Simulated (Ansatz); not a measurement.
**LaIn (CsCl type): equation of state and elastic constants**

One table from this session's results is given with a row withheld; the runs are named, their logs left out.

Computed with Ansatz 0.2.0 (DFT PBEsol, scalar-relativistic, plane waves, PAW, unless a step's input says otherwise).

### Starting point

It takes space group Pm-3m (No. 221, cubic). The conventional cell has a = 3.893 Å, b = 3.893 Å, c = 3.893 Å, α = 90.00°, β = 90.00°, γ = 90.00°. La (site symmetry m-3m) is surrounded by 8 In at 3.37 Å. In (site symmetry m-3m) has 8 La at 3.37 Å as nearest neighbours.

Coordinates:

```cif
data_structure
_symmetry_space_group_name_H-M 'P 1'
_symmetry_Int_Tables_number 1
_cell_length_a 3.8934
_cell_length_b 3.8934
_cell_length_c 3.8934
_cell_angle_alpha 90.000
_cell_angle_beta 90.000
_cell_angle_gamma 90.000
_cell_volume 59.02
loop_
_atom_site_label
_atom_site_type_symbol
_atom_site_fract_x
_atom_site_fract_y
_atom_site_fract_z
_atom_site_occupancy
La1 La 0.00000 0.00000 0.00000 1
In1 In 0.50000 0.50000 0.50000 1
```

This cell comes from an earlier session at PBEsol: 29.508 Å³/atom at 0.00 GPa, on a 8×8×8 mesh.

Volume factors to run: 0.980, 1.020, 0.960, 1.040.

Set-up of the first run:

input.yaml

```yaml
crystal:
  lattice:
    - [3.867223169, 0.0, 0.0]
    - [0.0, 3.867223169, 0.0]
    - [0.0, 0.0, 3.867223169]
  atoms:
    - { symbol: La, position: [0.0, 0.0, 0.0] }
    - { symbol: In, position: [0.5, 0.5, 0.5] }
basis:
  ecutwfc: 420
  ecutrho_ratio: 4
kpoints:
  mp_grid: { grid: [8, 8, 8] }
hamiltonian:
  xc: pbesol
scf:
  occupations: { method: gaussian, width: 0.05 }
output:
  forces: true
  stress: true
  eigenvalues: true
```

Steps of the session up to this table: At 0.980 of the relaxed volume; Volume × 1.020; Scaling the volume by 0.960; Scaling the volume by 1.040.

One of the session's tables, all rows but one given; the rest of the session is left out.

It belongs to the step «Energy and pressure against volume». 

```
volume (Å³/atom)  energy (meV/atom)  pressure (GPa)
          28.328               8.74            2.45
          28.918                  ?               ?
          29.508               0.00            0.00
          30.098               2.00           -1.04
          30.688               7.65           -1.97
```

Q: Estimate the row for volume (Å³/atom) = 28.918 from the others.

Worked estimate for «energy (meV/atom)». A straight line through the neighbours (28.328, 8.74) and (29.508, 0.00) gives 8.74 + (0.00 − 8.74) × (28.918 − 28.328) / (29.508 − 28.328) = 4.37; a parabola fitted to 3 rows on both sides gives 2.25.

The run gave: energy (meV/atom): 2.10; pressure (GPa): 1.16. In «energy (meV/atom)» the line misses by +2.27 and the parabola by +0.15.
